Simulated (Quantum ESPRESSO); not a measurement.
# NbTe (P-6m2) in Quantum ESPRESSO: notebook, part 2 of 2

Quantum ESPRESSO 7.5. Earlier steps stand in the parts before.

## (3) Relaxation of cell and atoms, PBEsol, target pressure 2 GPa, at which the enthalpy is minimised

Contents of pw.in:

```
&CONTROL
  calculation = 'vc-relax'
  prefix = 'pwscf'
  outdir = './tmp'
  pseudo_dir = './pseudo'
  tprnfor = .true.
  tstress = .true.
  disk_io = 'low'
  nstep = 40
  forc_conv_thr = 0.0004
  etot_conv_thr = 1d-05
/
&SYSTEM
  ibrav = 0
  A = 3.70297439
  nat = 2
  ntyp = 2
  ecutwfc = 52
  ecutrho = 414
  nbnd = 16
  occupations = 'smearing'
  smearing = 'fd'
  degauss = 0.00367493
/
&ELECTRONS
  conv_thr = 4d-10
  electron_maxstep = 120
  mixing_beta = 0.5
/
&IONS
  ion_dynamics = 'bfgs'
/
&CELL
  cell_dynamics = 'bfgs'
  press = 20
  press_conv_thr = 0.3
/
ATOMIC_SPECIES
Te   127.6000 te_pbesol_v1.uspp.F.UPF
Nb    92.9064 nb_pbesol_v1.uspp.F.UPF
CELL_PARAMETERS alat
   0.9999999991    0.0000000000    0.0000000000
  -0.4999999995    0.8660254030    0.0000000000
   0.0000000000    0.0000000000    0.9976334187
ATOMIC_POSITIONS alat
Te     0.4999999996    0.2886751343    0.0000000000
Nb     0.0000000000    0.0000000000    0.4988167093
K_POINTS automatic
8 8 7 0 0 0
```

Potentials or basis: GBRV 1.5 PBEsol.

Started as:

```bash
OMP_NUM_THREADS=1 mpirun -n 2 pw.x -nk 2 -in pw.in > pw.out
```

pw.out:

```text
This program is part of the open-source Quantum ESPRESSO suite
     for quantum simulation of materials; please cite
         "P. Giannozzi et al., J. Phys.:Condens. Matter 21 395502 (2009);
         "P. Giannozzi et al., J. Phys.:Condens. Matter 29 465901 (2017);
         "P. Giannozzi et al., J. Chem. Phys. 152 154105 (2020);
     in publications or presentations arising from this work. More details at

     Message from routine setup:
     using ibrav=0 with symmetry is DISCOURAGED, use correct ibrav instead

     K-points division:     npool     =       2
     Subspace diagonalization in iterative solution of the eigenvalue problem:
     a serial algorithm will be used

     G-vector sticks info
     --------------------
     sticks:   dense  smooth     PW     G-vecs:    dense   smooth      PW
     Sum        1393     703    211                42093    14919    2495

     Using Slab Decomposition

     bravais-lattice index     =            0
     lattice parameter (alat)  =       6.9976  a.u.
     unit-cell volume          =     296.0400 (a.u.)^3
     number of atoms/cell      =            2
     number of atomic types    =            2
     number of electrons       =        19.00
     number of Kohn-Sham states=           16
     kinetic-energy cutoff     =      52.0000  Ry
     charge density cutoff     =     414.0000  Ry
     scf convergence threshold =      4.0E-10
     mixing beta               =       0.5000
     number of iterations used =            8  plain     mixing
     energy convergence thresh.=      1.0E-05
     force convergence thresh. =      4.0E-04
     press convergence thresh. =      3.0E-01
     Exchange-correlation= SLA  PW   PSX  PSC
                           (   1   4  10   8   0   0   0)
     nstep                     =           40

[... 2334 lines left out ...]
                                                       1.000   1.000

     atomic species   valence    mass     pseudopotential
     Te                6.00   127.60000     Te( 1.00)
     Nb               13.00    92.90640     Nb( 1.00)

     12 Sym. Ops. (no inversion) found

   Cartesian axes

     site n.     atom                  positions (alat units)
         1        Te     tau(   1) = (   0.4885048   0.2820384   0.0000000  )
         2        Nb     tau(   2) = (  -0.0000000  -0.0000000   0.4952631  )

     number of k points=    40  Fermi-Dirac smearing, width (Ry)=  0.0037
                       cart. coord. in units 2pi/alat
        k(    1) = (   0.0000000   0.0000000   0.0000000), wk =   0.0044643
        k(    2) = (  -0.0000000  -0.0000000   0.1442235), wk =   0.0089286
        k(    3) = (  -0.0000000  -0.0000000   0.2884470), wk =   0.0089286
        k(    4) = (  -0.0000000  -0.0000000   0.4326705), wk =   0.0089286
        k(    5) = (   0.0000000   0.1477340  -0.0000000), wk =   0.0267857
        k(    6) = (   0.0000000   0.1477340   0.1442235), wk =   0.0535714
[... 32 lines left out ...]
        k(   39) = (   0.2558828   0.5909361   0.2884470), wk =   0.0535714
        k(   40) = (   0.2558828   0.5909361   0.4326705), wk =   0.0535714

     Dense  grid:    39969 G-vectors     FFT dimensions: (  45,  45,  45)

     Smooth grid:    14263 G-vectors     FFT dimensions: (  32,  32,  32)

     Initial potential from superposition of free atoms

     starting charge      18.9973, renormalised to      19.0000
     Starting wfcs are   17 randomized atomic wfcs

     Self-consistent Calculation

     iteration #  1     ecut=    52.00 Ry     beta= 0.50
     Davidson diagonalization with overlap
     c_bands:  1 eigenvalues not converged
     c_bands:  1 eigenvalues not converged
     c_bands:  1 eigenvalues not converged
     c_bands:  1 eigenvalues not converged
     c_bands:  1 eigenvalues not converged
     ethr =  1.00E-06,  avg # of iterations = 16.4
[... 290 lines left out ...]
          total   stress  (Ry/bohr**3)                   (kbar)     P=       19.76
   0.00013413  -0.00000000  -0.00000000           19.73       -0.00       -0.00
  -0.00000000   0.00013413  -0.00000000           -0.00       19.73       -0.00
   0.00000000  -0.00000000   0.00013477            0.00       -0.00       19.83

=------------------------------------------------------------------------------=
   JOB DONE.
=------------------------------------------------------------------------------=
```

It took 81 s on 2 MPI ranks of Arm Neoverse V1, shared host; peak memory 0.32 GiB.

What came out:

```yaml
Free_energy: -1964.5440 eV
Relaxed_volume: 20.79 Å³/atom
Relaxed_cell: a = 3.618 Å, b = 3.618 Å, c = 3.668 Å, α = 90.00°, β = 90.00°, γ = 120.00°
Space_group_after_relaxing_to_0.05_Å: P-6m2 (No. 187)
Energy_change_on_relaxing_the_enthalpy_is_what_falls: -10.7 meV/atom
Ionic_steps: 7
Pressure_after_relaxing: 2.0 GPa
Band_gap_on_the_k_mesh: none (metal or under the smearing width)
```

Step by step:
```tsv
step	energy change (eV)	largest force (eV/Å)	pressure (GPa)	volume (Å³)
1	0.0000	0.0000	-4.67	43.87
2	-0.0238	0.0000	-0.36	42.39
3	-0.0200	0.0000	2.24	41.61
4	-0.0208	0.0000	2.13	41.62
5	-0.0213	0.0000	2.08	41.60
6	-0.0213	0.0000	2.01	41.58
7	-0.0214	0.0000	2.00	41.58
```

Final structure:
```xyz
2
Lattice="3.6178 0.0000 0.0000 -1.8089 3.1331 0.0000 0.0000 0.0000 3.6679" Properties=species:S:1:pos:R:3 pbc="T T T"
Te    1.8089    1.0444    0.0000
Nb    0.0000    0.0000    1.8339
```

Spin-orbit coupling is left out, which matters for the levels of Te.

## (4) Relaxation of cell and atoms, PBEsol, target pressure 5 GPa, at which the enthalpy is minimised

pw.in: that of step 3 with these lines changed.

```diff
@@ -34,3 +34,3 @@
   cell_dynamics = 'bfgs'
-  press = 20
+  press = 50
   press_conv_thr = 0.3
```

Potentials or basis: GBRV 1.5 PBEsol.

Started as:

```bash
OMP_NUM_THREADS=1 mpirun -n 2 pw.x -nk 2 -in pw.in > pw.out
```

pw.out:

```text
This program is part of the open-source Quantum ESPRESSO suite
     for quantum simulation of materials; please cite
         "P. Giannozzi et al., J. Phys.:Condens. Matter 21 395502 (2009);
         "P. Giannozzi et al., J. Phys.:Condens. Matter 29 465901 (2017);
         "P. Giannozzi et al., J. Chem. Phys. 152 154105 (2020);
     in publications or presentations arising from this work. More details at

     Message from routine setup:
     using ibrav=0 with symmetry is DISCOURAGED, use correct ibrav instead

     K-points division:     npool     =       2
     Subspace diagonalization in iterative solution of the eigenvalue problem:
     a serial algorithm will be used

     G-vector sticks info
     --------------------
     sticks:   dense  smooth     PW     G-vecs:    dense   smooth      PW
     Sum        1393     703    211                42093    14919    2495

     Using Slab Decomposition

     bravais-lattice index     =            0
     lattice parameter (alat)  =       6.9976  a.u.
     unit-cell volume          =     296.0400 (a.u.)^3
     number of atoms/cell      =            2
     number of atomic types    =            2
     number of electrons       =        19.00
     number of Kohn-Sham states=           16
     kinetic-energy cutoff     =      52.0000  Ry
     charge density cutoff     =     414.0000  Ry
     scf convergence threshold =      4.0E-10
     mixing beta               =       0.5000
     number of iterations used =            8  plain     mixing
     energy convergence thresh.=      1.0E-05
     force convergence thresh. =      4.0E-04
     press convergence thresh. =      3.0E-01
     Exchange-correlation= SLA  PW   PSX  PSC
                           (   1   4  10   8   0   0   0)
     nstep                     =           40

     celldm(1)=   6.997607  celldm(2)=   0.000000  celldm(3)=   0.000000
     celldm(4)=   0.000000  celldm(5)=   0.000000  celldm(6)=   0.000000

     crystal axes: (cart. coord. in units of alat)
               a(1) = (   1.000000   0.000000   0.000000 )
               a(2) = (  -0.500000   0.866025   0.000000 )
               a(3) = (   0.000000   0.000000   0.997633 )

     reciprocal axes: (cart. coord. in units 2 pi/alat)
               b(1) = (  1.000000  0.577350 -0.000000 )
               b(2) = (  0.000000  1.154701  0.000000 )
               b(3) = (  0.000000 -0.000000  1.002372 )

     PseudoPot. # 1 for Te read from file:
     te_pbesol_v1.uspp.F.UPF
     Pseudo is Ultrasoft + core correction, Zval =  6.0
     Generated by new atomic code, or converted to UPF format
     Using radial grid of  891 points,  5 beta functions with:
                l(1) =   0
                l(2) =   0
                l(3) =   1
                l(4) =   1
                l(5) =   2
     Q(r) pseudized with  6 coefficients,  rinner =    1.800   1.800   1.800
[... 2290 lines left out ...]
               a(1) = (   0.968158  -0.000000  -0.000000 )
               a(2) = (  -0.484079   0.838449   0.000000 )
               a(3) = (   0.000000   0.000000   0.988210 )

     reciprocal axes: (cart. coord. in units 2 pi/alat)
               b(1) = (  1.032890  0.596339 -0.000000 )
               b(2) = (  0.000000  1.192678 -0.000000 )
               b(3) = (  0.000000 -0.000000  1.011930 )

     PseudoPot. # 1 for Te read from file:
     te_pbesol_v1.uspp.F.UPF
     Pseudo is Ultrasoft + core correction, Zval =  6.0
     Generated by new atomic code, or converted to UPF format
     Using radial grid of  891 points,  5 beta functions with:
                l(1) =   0
                l(2) =   0
                l(3) =   1
                l(4) =   1
                l(5) =   2
     Q(r) pseudized with  6 coefficients,  rinner =    1.800   1.800   1.800
                                                       1.800   1.800

     PseudoPot. # 2 for Nb read from file:
     nb_pbesol_v1.uspp.F.UPF
     Pseudo is Ultrasoft + core correction, Zval = 13.0
     Generated by new atomic code, or converted to UPF format
     Using radial grid of  887 points,  6 beta functions with:
                l(1) =   0
                l(2) =   0
                l(3) =   1
                l(4) =   1
                l(5) =   2
                l(6) =   2
     Q(r) pseudized with  6 coefficients,  rinner =    1.000   1.000   1.000
                                                       1.000   1.000

     atomic species   valence    mass     pseudopotential
     Te                6.00   127.60000     Te( 1.00)
     Nb               13.00    92.90640     Nb( 1.00)

     12 Sym. Ops. (no inversion) found

   Cartesian axes

     site n.     atom                  positions (alat units)
         1        Te     tau(   1) = (   0.4840788   0.2794830   0.0000000  )
         2        Nb     tau(   2) = (   0.0000000   0.0000000   0.4941052  )

     number of k points=    40  Fermi-Dirac smearing, width (Ry)=  0.0037
                       cart. coord. in units 2pi/alat
        k(    1) = (   0.0000000   0.0000000   0.0000000), wk =   0.0044643
        k(    2) = (   0.0000000  -0.0000000   0.1445615), wk =   0.0089286
        k(    3) = (   0.0000000  -0.0000000   0.2891229), wk =   0.0089286
        k(    4) = (   0.0000000  -0.0000000   0.4336844), wk =   0.0089286
        k(    5) = (   0.0000000   0.1490848  -0.0000000), wk =   0.0267857
        k(    6) = (   0.0000000   0.1490848   0.1445615), wk =   0.0535714
[... 32 lines left out ...]
        k(   39) = (   0.2582224   0.5963392   0.2891229), wk =   0.0535714
        k(   40) = (   0.2582224   0.5963392   0.4336844), wk =   0.0535714

     Dense  grid:    39057 G-vectors     FFT dimensions: (  45,  45,  45)

     Smooth grid:    13903 G-vectors     FFT dimensions: (  32,  32,  32)

     Initial potential from superposition of free atoms

     starting charge      18.9973, renormalised to      19.0000
     Starting wfcs are   17 randomized atomic wfcs

     Self-consistent Calculation

     iteration #  1     ecut=    52.00 Ry     beta= 0.50
     Davidson diagonalization with overlap
     c_bands:  1 eigenvalues not converged
     c_bands:  1 eigenvalues not converged
     c_bands:  1 eigenvalues not converged
     c_bands:  1 eigenvalues not converged
     c_bands:  1 eigenvalues not converged
     ethr =  1.00E-06,  avg # of iterations = 16.3
[... 290 lines left out ...]
          total   stress  (Ry/bohr**3)                   (kbar)     P=       49.69
   0.00033749  -0.00000000  -0.00000000           49.65       -0.00       -0.00
  -0.00000000   0.00033749  -0.00000000           -0.00       49.65       -0.00
  -0.00000000   0.00000000   0.00033831           -0.00        0.00       49.77

=------------------------------------------------------------------------------=
   JOB DONE.
=------------------------------------------------------------------------------=
```

Run time: 84 s. Hardware: 2 MPI ranks of Arm Neoverse V1, shared host; peak memory 0.32 GiB.

Results:

```yaml
Free_energy: -1964.5255 eV
Relaxed_volume: 20.37 Å³/atom
Relaxed_cell: a = 3.585 Å, b = 3.585 Å, c = 3.659 Å, α = 90.00°, β = 90.00°, γ = 120.00°
Space_group_after_relaxing_to_0.05_Å: P-6m2 (No. 187)
Energy_change_on_relaxing_the_enthalpy_is_what_falls: -1.5 meV/atom
Ionic_steps: 7
Pressure_after_relaxing: 5.0 GPa
Band_gap_on_the_k_mesh: none (metal or under the smearing width)
```

The path:
```tsv
step	energy change (eV)	largest force (eV/Å)	pressure (GPa)	volume (Å³)
1	0.0000	0.0000	-4.67	43.87
2	-0.0208	0.0000	1.84	41.74
3	-0.0001	0.0000	5.44	40.75
4	-0.0024	0.0000	5.21	40.78
5	-0.0033	0.0000	5.11	40.76
6	-0.0029	0.0000	5.01	40.73
7	-0.0030	0.0000	5.00	40.73
```

Final structure:
```yaml
crystal:
  lattice:
    - [3.58506, 0.00000, 0.00000]
    - [-1.79253, 3.10476, 0.00000]
    - [0.00000, 0.00000, 3.65932]
  atoms:
    - { symbol: Te, position: [0.66667, 0.33333, 0.00000] }
    - { symbol: Nb, position: [0.00000, 0.00000, 0.50000] }
```

## (5) Relaxation of cell and atoms, PBEsol, target pressure 10 GPa, at which the enthalpy is minimised

pw.in: that of step 4 with these lines changed.

```diff
@@ -34,3 +34,3 @@
   cell_dynamics = 'bfgs'
-  press = 50
+  press = 100
   press_conv_thr = 0.3
```

Potentials or basis: GBRV 1.5 PBEsol.

Started as:

```bash
OMP_NUM_THREADS=1 mpirun -n 2 pw.x -nk 2 -in pw.in > pw.out
```

pw.out:

```text
This program is part of the open-source Quantum ESPRESSO suite
     for quantum simulation of materials; please cite
         "P. Giannozzi et al., J. Phys.:Condens. Matter 21 395502 (2009);
         "P. Giannozzi et al., J. Phys.:Condens. Matter 29 465901 (2017);
         "P. Giannozzi et al., J. Chem. Phys. 152 154105 (2020);
     in publications or presentations arising from this work. More details at

     Message from routine setup:
     using ibrav=0 with symmetry is DISCOURAGED, use correct ibrav instead

     K-points division:     npool     =       2
     Subspace diagonalization in iterative solution of the eigenvalue problem:
     a serial algorithm will be used

     G-vector sticks info
     --------------------
     sticks:   dense  smooth     PW     G-vecs:    dense   smooth      PW
     Sum        1393     703    211                42093    14919    2495

     Using Slab Decomposition

     bravais-lattice index     =            0
     lattice parameter (alat)  =       6.9976  a.u.
     unit-cell volume          =     296.0400 (a.u.)^3
     number of atoms/cell      =            2
     number of atomic types    =            2
[... 2389 lines left out ...]
        k(    5) = (   0.0000000   0.1511300   0.0000000), wk =   0.0267857
        k(    6) = (   0.0000000   0.1511300   0.1450544), wk =   0.0535714
[... 32 lines left out ...]
        k(   39) = (   0.2617648   0.6045199   0.2901088), wk =   0.0535714
        k(   40) = (   0.2617648   0.6045199   0.4351633), wk =   0.0535714

     Dense  grid:    37965 G-vectors     FFT dimensions: (  45,  45,  45)

     Smooth grid:    13543 G-vectors     FFT dimensions: (  32,  32,  32)

     Initial potential from superposition of free atoms

     starting charge      18.9973, renormalised to      19.0000
     Starting wfcs are   17 randomized atomic wfcs

     Self-consistent Calculation

     iteration #  1     ecut=    52.00 Ry     beta= 0.50
     Davidson diagonalization with overlap
     c_bands:  1 eigenvalues not converged
     c_bands:  1 eigenvalues not converged
     c_bands:  1 eigenvalues not converged
     c_bands:  1 eigenvalues not converged
     c_bands:  1 eigenvalues not converged
     c_bands:  1 eigenvalues not converged
     c_bands:  1 eigenvalues not converged
     ethr =  1.00E-06,  avg # of iterations = 16.1
[... 290 lines left out ...]
          total   stress  (Ry/bohr**3)                   (kbar)     P=       99.58
   0.00067662  -0.00000000   0.00000000           99.53       -0.00        0.00
  -0.00000000   0.00067662   0.00000000           -0.00       99.53        0.00
  -0.00000000   0.00000000   0.00067763           -0.00        0.00       99.68

=------------------------------------------------------------------------------=
   JOB DONE.
=------------------------------------------------------------------------------=
```

Wall time 85 s (2 MPI ranks of Arm Neoverse V1, shared host); peak memory 0.32 GiB.

What came out:

- Free energy: -1964.4683 eV
- Relaxed volume: 19.75 Å³/atom
- Relaxed cell: a = 3.537 Å, b = 3.537 Å, c = 3.647 Å, α = 90.00°, β = 90.00°, γ = 120.00°
- Space group after relaxing (to 0.05 Å): P-6m2 (No. 187)
- Energy change on relaxing (the enthalpy is what falls): +27.0 meV/atom
- Ionic steps: 7
- Pressure after relaxing: 10.0 GPa
- Band gap on the k mesh: none (metal or under the smearing width)

The path:
```tsv
step	energy change (eV)	largest force (eV/Å)	pressure (GPa)	volume (Å³)
1	0.0000	0.0000	-4.67	43.87
2	0.0047	0.0000	5.90	40.67
3	0.0614	0.0000	10.80	39.51
4	0.0554	0.0000	10.40	39.55
5	0.0536	0.0000	10.21	39.53
6	0.0545	0.0000	10.03	39.49
7	0.0540	0.0000	10.00	39.50
```

Final structure:
```cif
data_structure
_symmetry_space_group_name_H-M 'P 1'
_symmetry_Int_Tables_number 1
_cell_length_a 3.5365
_cell_length_b 3.5365
_cell_length_c 3.6469
_cell_angle_alpha 90.000
_cell_angle_beta 90.000
_cell_angle_gamma 120.000
_cell_volume 39.50
loop_
_atom_site_label
_atom_site_type_symbol
_atom_site_fract_x
_atom_site_fract_y
_atom_site_fract_z
_atom_site_occupancy
Te1 Te 0.66667 0.33333 0.00000 1
Nb1 Nb 0.00000 0.00000 0.50000 1
```

Levels at points of the mesh, in eV from the Fermi level:
| k point | band 7 | band 8 | band 9 | band 10 | band 11 | band 12 | band 13 | band 14 |
| --- | --- | --- | --- | --- | --- | --- | --- | --- |
| (0.00, 0.00, 0.00) | -3.18 | -3.18 | -2.68 | 0.24 | 0.24 | 2.85 | 2.85 | 3.60 |
| (0.00, -0.50, 0.00) | -4.42 | -3.16 | -2.48 | -0.31 | 1.58 | 1.98 | 3.19 | 4.04 |

## (6) Overview

| cell | gap on the mesh (eV) | pressure (GPa) |
| --- | --- | --- |
| relaxed to 0.3 kbar | none | 0.0 |
| relaxed to 2 GPa | none | 2.0 |
| relaxed to 5 GPa | none | 5.0 |
| relaxed to 10 GPa | none | 10.0 |

Alike in all rows: task relaxation of cell and atoms; level PBEsol; potentials or basis GBRV 1.5 PBEsol; no spin polarisation; k mesh 8 × 8 × 7; cutoff (eV) 707; smearing fermi-dirac 0.05 eV.

Absolute energies hang on the potentials; compare differences alone.
